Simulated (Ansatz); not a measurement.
# Li2ZnSn: a short molecular-dynamics run

What does Li2ZnSn do over 20 steps of 1 fs at constant energy, with velocities drawn for 100 K? The cell is a randomly packed cell of 8 atoms, taken as it stands, without a relaxation.

All numbers below are computed with Ansatz 0.2.0 (DFT LDA, plane waves, PAW, scalar-relativistic, no spin polarisation).

**1. The starting structure**

The cell holds 8 atoms (Li4Sn2Zn2): a = 5.815 Å, b = 5.638 Å, c = 4.818 Å, α = 105.08°, β = 98.38°, γ = 91.77°.

Structure file:

```
Li Sn Zn
1.0
     5.75354    0.24285   -0.81032
    -0.41917    5.62190   -0.04396
    -0.00165   -1.22029    4.66050
Li Sn Zn
4 2 2
Direct
  0.15158 0.53342 0.79061
  0.52983 0.42481 0.55234
  0.05363 0.69666 0.32119
  0.76377 0.82380 0.91193
  0.34245 0.06147 0.77121
  0.86574 0.11243 0.57725
  0.13453 0.23228 0.22831
  0.44819 0.89209 0.24482
```

**2. Dynamics**

Input file input.yaml:

```yaml
crystal:
  lattice:
    - [5.753536, 0.24285, -0.810321]
    - [-0.419173, 5.621905, -0.043958]
    - [-0.001651, -1.220294, 4.660499]
  atoms:
    - { symbol: Li, position: [0.151581, 0.53342, 0.790606] }
    - { symbol: Li, position: [0.529832, 0.424809, 0.552342] }
    - { symbol: Li, position: [0.053633, 0.696661, 0.321192] }
    - { symbol: Li, position: [0.763765, 0.823804, 0.911931] }
    - { symbol: Sn, position: [0.342453, 0.061471, 0.77121] }
    - { symbol: Sn, position: [0.865741, 0.112432, 0.577248] }
    - { symbol: Zn, position: [0.134531, 0.232281, 0.228305] }
    - { symbol: Zn, position: [0.448194, 0.892092, 0.244818] }
kpoints:
  mp_grid: { grid: [3, 3, 3] }
magnetization:
  spin_polarized: false
scf:
  occupations: { method: gaussian, width: 0.1 }
hamiltonian:
  pseudopotentials: { kind: paw }
  xc: lda
basis:
  ecutwfc: 420
md:
  timestep: 1.0
  n_steps: 20
  ensemble: nve
  temperature: 100.0
  initial_velocities: maxwell_boltzmann
  seed: 309286
```

The run is started by

```bash
> ansatz run input.yaml --threads 2 --pin off --max-ram 2560MiB --backend cpu --events-out ev --progress --plain --runs-dir out
```

**Question.** What will these runs give? Wanted: temperature, first and last step; temperature, second half; potential energy, second half; largest change of the total energy; mean square displacement, second half.

The runs gave:

| quantity | value |
| --- | --- |
| length | 20 steps of 1 fs |
| temperature, first and last step | 100 and 316 K |
| temperature, second half | mean 254 K, from 196 to 316 K |
| potential energy, second half | -17 meV/atom from the start |
| largest change of the total energy | 0.00 meV/atom |
| mean square displacement, second half | Li 0.019, Zn 0.000, Sn 0.000 Å² |

What this shows: The temperature starts at 100 K and averages 254 K in the second half, where it still rises, from 196 to 316 K; the start was no minimum (force components up to 0.8 eV/Å), and the potential energy that it sheds (17 meV/atom) turns into motion. The total energy strays from its start by at most 0.00 meV/atom, under 0.1 % of the mean kinetic energy, so a step of 1 fs is short enough over this time. Over the second half Li atoms stand 0.1 Å (root mean square) from where they began, and the farthest move is 0.3 Å. Settings off the usual here: hamiltonian.xc. 20 fs on 8 atoms is far too short and small for converged averages. The k-mesh is coarse for this cell.
